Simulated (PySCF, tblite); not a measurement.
# C5H17AlO2Si: geometry, infrared bands, NMR shifts and electronic excitations, part 2 of 2

tblite 0.8.0 and PySCF 2.14.0. Atoms count from 0.

**5. Nuclear shieldings: PBE0/pcSseg-1**

Job settings and geometry (Å):

```
{"job": {"kind": "nmr", "xc": "PBE0", "basis": "pcSseg-1"}, "charge": 0, "multiplicity": 1}
C      2.352132    -0.969781     0.547312
O      2.361372    -0.087213    -0.564893
C      3.581451    -0.034077    -1.281294
Al     1.119101     1.468966    -0.596640
O     -0.243433     0.669746     0.100603
Si    -1.769124     0.112110     0.382103
C     -2.643705    -0.231115    -1.245141
C     -2.739744     1.380644     1.369625
C     -1.637800    -1.485325     1.370612
H      3.103848    -0.657805     1.290731
H      1.345323    -0.914666     0.977874
H      2.563358    -1.994949     0.205487
H      3.833871    -1.036998    -1.659420
H      4.394458     0.339327    -0.637342
H      3.429948     0.650154    -2.126115
H      1.889649     2.486852     0.369619
H      1.121520     1.745705    -2.172912
H     -2.097610    -0.985723    -1.833373
H     -3.668041    -0.603240    -1.082148
H     -2.708590     0.684117    -1.854835
H     -3.753149     1.018227     1.606254
H     -2.839832     2.322565     0.807182
H     -2.229732     1.609899     2.318665
H     -1.123391    -1.313033     2.329973
H     -2.632324    -1.903172     1.595379
H     -1.073458    -2.250375     0.812994
```

Level: GIAO PBE0/pcSseg-1 NMR shielding, non-relativistic, gas phase.

What it wrote:

```text
coarse grid: 21392 points
cycle   1  E = -882.2848306932  dE =  4.472e-01  |g| = 1.005e+00  |ddm| = 4.277e+00
cycle   2  E = -881.9426674752  dE =  3.422e-01  |g| = 1.643e+00  |ddm| = 2.235e+00
cycle   3  E = -882.4755778413  dE = -5.329e-01  |g| = 2.323e-01  |ddm| = 1.691e+00
cycle   4  E = -882.4861678427  dE = -1.059e-02  |g| = 6.484e-02  |ddm| = 2.098e-01
cycle   5  E = -882.4870376988  dE = -8.699e-04  |g| = 1.940e-02  |ddm| = 5.287e-02
cycle   6  E = -882.4870985382  dE = -6.084e-05  |g| = 5.965e-03  |ddm| = 1.425e-02
cycle   7  E = -882.4871048861  dE = -6.348e-06  |g| = 9.137e-04  |ddm| = 4.276e-03
final grid: 193600 points
cycle   8  E = -882.5594194108  dE = -3.181e-05  |g| = 1.496e-02  |ddm| = 2.574e-02
cycle   9  E = -882.5593759659  dE =  4.344e-05  |g| = 2.159e-02  |ddm| = 2.188e-02
cycle  10  E = -882.5594620488  dE = -8.608e-05  |g| = 2.273e-03  |ddm| = 1.402e-02
cycle  11  E = -882.5594631212  dE = -1.072e-06  |g| = 2.439e-04  |ddm| = 1.888e-03
cycle  12  E = -882.5594631287  dE = -7.511e-09  |g| = 1.446e-04  |ddm| = 2.673e-04
cycle  13  E = -882.5594631323  dE = -3.582e-09  |g| = 3.209e-05  |ddm| = 1.104e-04
cycle  14  E = -882.5594631325  dE = -2.146e-10  |g| = 5.080e-06  |ddm| = 3.006e-05
converged SCF energy = -882.5594631325

GIAO shielding tensors (ppm)
atom      isotropic    diamagn.    paramagn.     s11        s22        s33       span
  0 C      124.514     249.762    -125.248     94.948     97.806    180.788     85.840
  1 O      329.122     407.149     -78.027    293.648    330.326    363.391     69.742
  2 C      125.574     240.923    -115.349     93.700     98.672    184.349     90.649
  3 Al     445.850     798.688    -352.838    404.158    436.908    496.484     92.326
  4 O      257.208     403.470    -146.262    230.363    244.725    296.536     66.173
  5 Si     345.531     882.404    -536.873    327.320    332.395    376.877     49.558
  6 C      181.649     257.033     -75.384    173.848    181.117    189.981     16.134
  7 C      181.306     255.738     -74.432    172.375    181.251    190.292     17.918
  8 C      181.561     257.987     -76.426    173.703    181.650    189.329     15.626
  9 H       28.229      31.138      -2.908     24.897     25.743     34.047      9.150
 10 H       26.281      34.399      -8.118     19.551     27.352     31.939     12.388
 11 H       28.178      32.003      -3.825     24.945     25.894     33.695      8.750
 12 H       28.069      27.406       0.663     24.171     25.390     34.645     10.474
 13 H       28.069      26.480       1.589     24.261     25.378     34.567     10.306
 14 H       27.040      28.387      -1.347     22.471     25.592     33.057     10.585
 15 H       27.374      32.063      -4.689     24.067     25.553     32.502      8.436
 16 H       27.313      32.968      -5.655     24.007     26.024     31.908      7.901
 17 H       31.141      34.177      -3.036     27.248     29.302     36.872      9.624
 18 H       31.452      29.664       1.788     27.482     28.706     38.167     10.685
 19 H       31.005      32.088      -1.083     27.372     28.626     37.018      9.645
 20 H       31.466      28.714       2.752     27.484     28.784     38.131     10.647
 21 H       31.077      30.951       0.127     27.261     28.792     37.179      9.918
 22 H       31.012      31.716      -0.704     27.111     28.944     36.979      9.868
 23 H       31.141      33.226      -2.085     27.972     28.770     36.682      8.710
 24 H       31.373      30.203       1.170     27.341     28.598     38.179     10.838
 25 H       31.201      34.826      -3.624     27.568     29.347     36.689      9.122
```

Wall time 2.1 min (1 thread of Arm Neoverse N1, shared host); peak memory 1.4 GiB.

Shifts follow as δ = σ(reference) − σ, with reference shieldings (ppm) from runs at the same level and on the same kind of geometry: ¹H TMS 31.27, ¹³C TMS 184.4, ²⁹Si TMS 352.0, ¹⁷O H2O 334.6, ²⁷Al AlH4- 489.3. The references are single molecules in the gas phase, so shifts against H2O, NH3, PH3, H3PO4 or CFCl3 are not on the usual liquid scales and can be off by tens of ppm. Shifts against hydride references such as AlH4− lie on their own scale. Atoms listed in one row are averaged.

```csv
atoms,environment,σ (ppm),δ (ppm)
"C0, C2",methyl carbon bonded to O,125.0,59.4
"C6, C7, C8",methyl carbon bonded to Si,181.5,2.9
"H15, H16",hydrogen on an aluminium bonded to 2 O,27.34,3.92
"H9, H10, H11, H12, H13, H14",hydrogen on a methyl carbon bonded to O,27.64,3.62
"H17, H18, H19, H20, H21 and 4 more",hydrogen on a methyl carbon bonded to Si,31.21,0.06
O4,"oxygen bonded to Al, Si",257.2,77.4
O1,donor oxygen of a Lewis adduct,329.1,5.4
Al3,"aluminium bonded to 2 O, 2 H",445.9,43.4
Si5,"silicon bonded to 3 C, O",345.5,6.5
```

Charges from the same density, by scheme (e):

```csv
atoms,Mulliken,IAO,Hirshfeld,ESP fit
"C0, C2",-0.04,-0.20,-0.01,-0.32
O1,-0.63,-0.32,-0.05,-0.07
Al3,0.97,0.79,0.39,0.81
O4,-0.86,-0.91,-0.38,-0.77
Si5,1.12,1.31,0.44,1.31
"C6, C7, C8",-0.65,-0.74,-0.22,-0.80
```

Mayer bond orders: C0–O1 0.83, O1–C2 0.84, O1–Al3 0.27, Al3–O4 0.77, O4–Si5 0.99, Si5–C6 0.94, Si5–C7 0.94, Si5–C8 0.92.

The fields below are evaluated on a grid from the run's orbitals.

Frontier orbitals at PBE0/pcSseg-1, with the share of their density that lies nearest to each atom:

```csv
orbital,energy (eV),lies on
HOMO,-7.06,"H15, H16 about 30 % each; O4 19 %"
LUMO,0.67,"Al3 11 %; 4 H atoms about 10 % each; H9, H14 about 8 % each"
```

ELF in a plane through or near 7 of the atoms.

Ten even steps from '0' (0.00) to '9' (1.00):
```
0000000000000000000000000000
0000000000000000000000000000
0000000000000000000000000000
0000000000000000000100000000
0000000155100002225883000000
0000000699410026759999000000
0000000799655017749998000000
0000000288688004647651000000
0000021035320001787200000000
0000165477600553040100000000
0000263385811776061200000000
0000144536502775235300000000
0000189910211342122100000000
0000299904998100001000000000
0000068209999400001000000000
0000000049999810000000000000
0000000049999500000000000000
0000000001663000000000000000
0000000000000000000000000000
0000000000000000000000000000
```
The map spans 14.0 Å across and 10.4 Å up, centred on the molecule. Atoms in the plane (x, y in Å): O1 (-2.4, -0.1), C2 (-3.8, -0.4), C8 (1.8, 1.8), H11 (-2.5, 1.9), H14 (-3.8, -1.5), H16 (-1.5, -2.6), H24 (2.8, 2.2).

log10 of the density (e/Å³) in the same plane.

Ten even steps from '0' (-4.0) to '9' (1.2):
```
0000000000000000000000000000
0000000000000000010000000000
0000000000000011222210000000
0000000122210123444332000000
0000012344432235555543100000
0000023566544346777764200000
0000124577655456798764200000
0002334578765446787654200000
0013455577755456676643210000
0024577788755666786644321000
0024579889755677797654321000
0024578777655676666654321000
0013468755665665555543210000
0002356655676544445433100000
0001245445776543344432100000
0000122345676432223211000000
0000001234554321111100000000
0000000122333210000000000000
0000000011222100000000000000
0000000000000000000000000000
```
The map spans 14.0 Å across and 10.4 Å up, centred on the molecule. Atoms in the plane (x, y in Å): O1 (-2.4, -0.1), C2 (-3.8, -0.4), C8 (1.8, 1.8), H11 (-2.5, 1.9), H14 (-3.8, -1.5), H16 (-1.5, -2.6), H24 (2.8, 2.2).

On the surface of density 0.002 e/bohr³ the electrostatic potential runs, from the 1st to the 99th percentile, from -1.17 to 1.39 V.

**6. TDDFT and polarisability: PBE0/def2-SVPD**

Settings changed since step 5:

```diff
@@ -1,2 +1,2 @@
-{"job": {"kind": "nmr", "xc": "PBE0", "basis": "pcSseg-1"}, "charge": 0, "multiplicity": 1}
+{"job": {"kind": "uv", "xc": "PBE0", "basis": "def2-SVPD", "ip": true}, "charge": 0, "multiplicity": 1}
 C      2.352132    -0.969781     0.547312
```

Level: TDDFT PBE0/def2-SVPD, vertical, gas phase, core orbitals frozen in the response.

What it wrote:

```text
coarse grid: 21392 points
cycle   1  E = -881.8889726094  dE =  3.821e-01  |g| = 9.578e-01  |ddm| = 9.348e+00
cycle   2  E = -881.5347968707  dE =  3.542e-01  |g| = 1.615e+00  |ddm| = 3.306e+00
cycle   3  E = -882.0731794675  dE = -5.384e-01  |g| = 2.199e-01  |ddm| = 2.221e+00
cycle   4  E = -882.0831789962  dE = -1.000e-02  |g| = 6.612e-02  |ddm| = 3.997e-01
cycle   5  E = -882.0841373861  dE = -9.584e-04  |g| = 1.942e-02  |ddm| = 1.099e-01
cycle   6  E = -882.0842067464  dE = -6.936e-05  |g| = 5.418e-03  |ddm| = 3.570e-02
cycle   7  E = -882.0842124493  dE = -5.703e-06  |g| = 8.730e-04  |ddm| = 9.193e-03
final grid: 193600 points
cycle   8  E = -882.2140505148  dE = -4.621e-05  |g| = 1.372e-02  |ddm| = 1.897e-01
cycle   9  E = -882.2140126570  dE =  3.786e-05  |g| = 1.968e-02  |ddm| = 4.146e-02
cycle  10  E = -882.2140891540  dE = -7.650e-05  |g| = 2.183e-03  |ddm| = 2.334e-02
cycle  11  E = -882.2140902150  dE = -1.061e-06  |g| = 2.183e-04  |ddm| = 3.097e-03
cycle  12  E = -882.2140902209  dE = -5.857e-09  |g| = 1.512e-04  |ddm| = 6.848e-04
cycle  13  E = -882.2140902253  dE = -4.348e-09  |g| = 3.446e-05  |ddm| = 2.309e-04
cycle  14  E = -882.2140902255  dE = -2.751e-10  |g| = 5.004e-06  |ddm| = 6.790e-05
converged SCF energy = -882.2140902255

Static polarisability (au): isotropic 124.205, principal 116.321 122.221 134.074

Singlet excitations
state   eV       nm        f      main configurations
  1   6.2875    197.2   0.01280   H->L 0.51, H->L+1 0.39
  2   6.4439    192.4   0.00266   H->L+1 0.51, H->L 0.44
  3   6.8130    182.0   0.00826   H->L+2 0.89
  4   6.9733    177.8   0.03812   H-1->L 0.60, H-1->L+1 0.35
  5   7.1616    173.1   0.03436   H-1->L+1 0.52, H-1->L 0.27
  6   7.1979    172.3   0.07205   H-2->L 0.48, H-2->L+1 0.22, H->L+4 0.10
  7   7.2637    170.7   0.00820   H-2->L+1 0.42, H-2->L 0.26, H->L+3 0.20
  8   7.3456    168.8   0.00398   H->L+3 0.72, H-2->L 0.10, H-2->L+1 0.09
  9   7.4773    165.8   0.00977   H->L+4 0.68, H-2->L+1 0.11
 10   7.6147    162.8   0.01919   H-1->L+2 0.84

Triplet excitations (Tamm-Dancoff, eV): 5.9457 6.3239 6.5722 6.8654
Vertical ionisation energy (delta-SCF) = 8.7462 eV
```

Run time: 20 min. Hardware: 1 thread of Arm Neoverse N1, shared host; peak memory 1.6 GiB.

The orbitals next to the gap, with their largest atomic shares:

```csv
orbital,eV,atoms
HOMO−3,-8.84,"Al3 24 %, H16 18 %, H15 13 %"
HOMO−2,-7.81,"C6 22 %, O4 14 %, Si5 13 %"
HOMO−1,-7.62,"O4 30 %, C8 21 %, C7 16 %"
HOMO,-7.05,"Al3 25 %, H15 21 %, H16 19 %"
LUMO,0.19,"Al3 18 %, C2 14 %, C0 12 %"
LUMO+1,0.46,"Al3 23 %, Si5 8 %, C2 6 %"
LUMO+2,0.81,"Al3 19 %, O1 10 %, H14 10 %"
```

With each of the 10 states as a Gaussian band of 0.4 eV half-width at 1/e, the curve within the window shown has maxima at 173 nm (ε 6,600) L/(mol cm). Beyond the last state computed it falls off for lack of states. The curve at chosen wavelengths:

nm, ε (L/mol/cm) and a bar:
```
      157        771 ###
      159       1275 ######
      162       2357 ###########
      164       3274 ###############
      167       4767 ######################
      169       5654 ##########################
      172       6469 ##############################
      174       6533 ##############################
      177       5925 ###########################
      179       5184 ########################
      181       4327 ####################
      184       3082 ##############
      186       2393 ###########
      189       1642 #######
      191       1312 ######
      194       1000 ####
      196        865 ####
      198        758 ###
      201        616 ###
      203        525 ##
      206        392 ##
      208        311 #
      211        207 #
      213        152 
      216         91 
      218         62
```

Leading natural transition orbitals of singlet state 6: the hole lies on C6 21 %; O4 14 %; C7 11 %; the particle on H11 10 %; H9, H17, H25 about 7 % each.

Leading natural transition orbitals of singlet state 1: the hole lies on H15, H16 about 35 % each; O4 15 %; the particle on H13, H15, H16 about 12 % each; Al3 11 %; H12, H14 about 10 % each.

Further results of this job:

```csv
property,computed
dipole moment (D),4.63
polarisability (Å³),18.41
HOMO–LUMO gap (eV),7.23
−ε(HOMO) (eV),7.05
```

**7. Nuclear shieldings: HF/pcSseg-1**

Settings changed since step 6:

```diff
@@ -1,2 +1,2 @@
-{"job": {"kind": "uv", "xc": "PBE0", "basis": "def2-SVPD", "ip": true}, "charge": 0, "multiplicity": 1}
+{"job": {"kind": "nmr", "xc": "HF", "basis": "pcSseg-1", "pop": false}, "charge": 0, "multiplicity": 1}
 C      2.352132    -0.969781     0.547312
```

Method: GIAO HF/pcSseg-1 NMR shielding, non-relativistic, gas phase.

What it wrote:

```text
final grid: 193600 points
cycle   1  E = -879.6980272309  dE =  8.542e-01  |g| = 8.156e-01  |ddm| = 4.095e+00
cycle   2  E = -879.8255662246  dE = -1.275e-01  |g| = 5.004e-01  |ddm| = 9.481e-01
cycle   3  E = -879.8712646872  dE = -4.570e-02  |g| = 9.665e-02  |ddm| = 3.734e-01
cycle   4  E = -879.8738486162  dE = -2.584e-03  |g| = 2.090e-02  |ddm| = 1.188e-01
cycle   5  E = -879.8739724395  dE = -1.238e-04  |g| = 3.891e-03  |ddm| = 2.211e-02
cycle   6  E = -879.8739780429  dE = -5.603e-06  |g| = 1.367e-03  |ddm| = 6.289e-03
cycle   7  E = -879.8739785413  dE = -4.983e-07  |g| = 3.742e-04  |ddm| = 1.481e-03
cycle   8  E = -879.8739785939  dE = -5.259e-08  |g| = 7.794e-05  |ddm| = 5.596e-04
cycle   9  E = -879.8739785970  dE = -3.115e-09  |g| = 1.487e-05  |ddm| = 1.497e-04
cycle  10  E = -879.8739785971  dE = -1.328e-10  |g| = 3.992e-06  |ddm| = 3.266e-05
converged SCF energy = -879.8739785971

GIAO shielding tensors (ppm)
atom      isotropic    diamagn.    paramagn.     s11        s22        s33       span
  0 C      135.805     246.863    -111.058    109.714    111.993    185.708     75.995
  1 O      355.153     409.926     -54.774    327.841    352.330    385.288     57.448
  2 C      136.992     237.033    -100.041    109.843    112.460    188.673     78.829
  3 Al     488.685     795.187    -306.502    445.127    483.830    537.097     91.970
  4 O      288.442     407.757    -119.315    268.638    285.050    311.638     42.999
  5 Si     392.581     877.675    -485.095    380.046    384.898    412.797     32.751
  6 C      188.445     256.435     -67.991    182.195    188.641    194.498     12.302
  7 C      188.160     255.065     -66.904    181.060    188.656    194.765     13.705
  8 C      188.284     257.360     -69.076    182.276    188.891    193.686     11.410
  9 H       28.626      31.712      -3.086     24.957     26.188     34.732      9.776
 10 H       26.853      33.667      -6.815     19.788     27.678     33.092     13.304
 11 H       28.571      32.294      -3.723     24.990     26.283     34.440      9.450
 12 H       28.491      27.423       1.068     24.345     25.826     35.303     10.958
 13 H       28.532      26.755       1.777     24.528     25.756     35.313     10.784
 14 H       27.542      27.978      -0.436     22.547     26.285     33.795     11.248
 15 H       28.207      32.508      -4.302     24.857     26.452     33.311      8.454
 16 H       28.180      33.339      -5.159     24.800     26.968     32.772      7.972
 17 H       31.578      34.497      -2.919     27.370     29.577     37.787     10.417
 18 H       31.894      29.745       2.150     27.663     28.958     39.062     11.399
 19 H       31.447      32.330      -0.883     27.491     28.903     37.947     10.457
 20 H       31.919      28.786       3.132     27.683     29.058     39.014     11.331
 21 H       31.512      31.204       0.308     27.370     29.083     38.082     10.713
 22 H       31.446      32.021      -0.575     27.203     29.228     37.905     10.702
 23 H       31.578      33.519      -1.940     28.107     29.034     37.594      9.487
 24 H       31.819      30.281       1.538     27.547     28.822     39.088     11.541
 25 H       31.643      35.105      -3.462     27.711     29.609     37.610      9.899
```

Run time: 57 s. Hardware: 1 thread of Arm Neoverse N1, shared host; peak memory 1.5 GiB.

Key values: δ C0 54.4, C6 2.6, O4 44.9, O1 -21.8, H9 3.58, H15 3.49 ppm (means over like atoms).

**8. Run by run: NMR shifts**

Shifts (ppm) of some atoms, chosen among heavy atoms and hydrogens apart, means over like atoms, with basis size and wall time:

```csv
run,C0,H15,H9,O4,O1,Al3,Si5,functions,time
PBE0/pcSseg-1,59.4,3.92,3.62,77.4,5.4,43.4,6.5,252,2.1 min
HF/pcSseg-1,54.4,3.49,3.58,44.9,-21.8,27.6,0.8,252,57 s
```

**9. Outcome**

This closing draws on all 2 parts.

| quantity | value |
| --- | --- |
| strongest single infrared mode (GFN2-xTB) | 1013 cm⁻¹, 646 km/mol |
| zero-point energy (GFN2-xTB) | 130.5 kcal/mol |
| point group | C1 |
| rotational constants (main isotopes) | 1.88, 0.56, 0.52 GHz |
| ¹³C shifts against TMS (PBE0/pcSseg-1, means over atoms taken as alike) | 59.4, 2.9 ppm |
| ¹H shifts against TMS (PBE0/pcSseg-1, means over atoms taken as alike) | 3.92, 3.62, 0.06 ppm |
| ¹⁷O shifts against H2O (PBE0/pcSseg-1) | 77.4, 5.4 ppm |
| ²⁷Al shifts against AlH4- (PBE0/pcSseg-1) | 43.4 ppm |
| ²⁹Si shifts against TMS (PBE0/pcSseg-1) | 6.5 ppm |
| surface potential, 1st and 99th percentile | -1.17 V and 1.39 V |
| lowest singlet (PBE0/def2-SVPD) | 6.29 eV (197 nm), f = 0.013 |
| brightest single state of those computed | state 6, 7.20 eV, f = 0.072 |
| lowest triplet | 5.95 eV |
| vertical ionisation energy (ΔSCF) | 8.75 eV |
| range of the shift of O4 | 44.9 to 77.4 ppm |

In words: Over 191 steps the energy fell by 1.746 eV; of the close pairs, Al3–O4 changed most, 1.831 to 1.690 Å (GFN2-xTB). The lowest mode is slightly imaginary (2i cm⁻¹), a soft motion within the noise of the Hessian, so the minimum is not strictly shown. The strongest single mode, at 1013 cm⁻¹, moves mainly O4. GFN2-xTB is a fitted tight-binding method: band positions and strengths are rough. Its intensities can rank the bands wrongly. The optimisation took 23 steps and gained 0.376 eV; among the close pairs (by a distance rule), O1–Al3 changed most, from 1.880 to 1.991 Å (PBE0/def2-SVP). No frequency check was run at this level, so the end point may be a saddle. C0, C2 (mean) (methyl carbon bonded to O) lies farthest downfield among carbon, at 59.4 ppm; deshielded by the electronegative neighbour. The lowest singlet, at 6.29 eV, is HOMO→LUMO 0.51, HOMO→LUMO+1 0.39 and is weak; of the 10 states computed, the strongest absorption comes from state 6 at 7.20 eV. The lowest triplet lies 0.34 eV below the lowest singlet (triplets in Tamm-Dancoff, singlets in full TDDFT). ΔSCF puts the ionisation energy at 8.75 eV, 1.70 eV above −ε(HOMO). Across the 2 runs the shift of O4 moves most, between 44.9 (HF/pcSseg-1) and 77.4 ppm (PBE0/pcSseg-1).
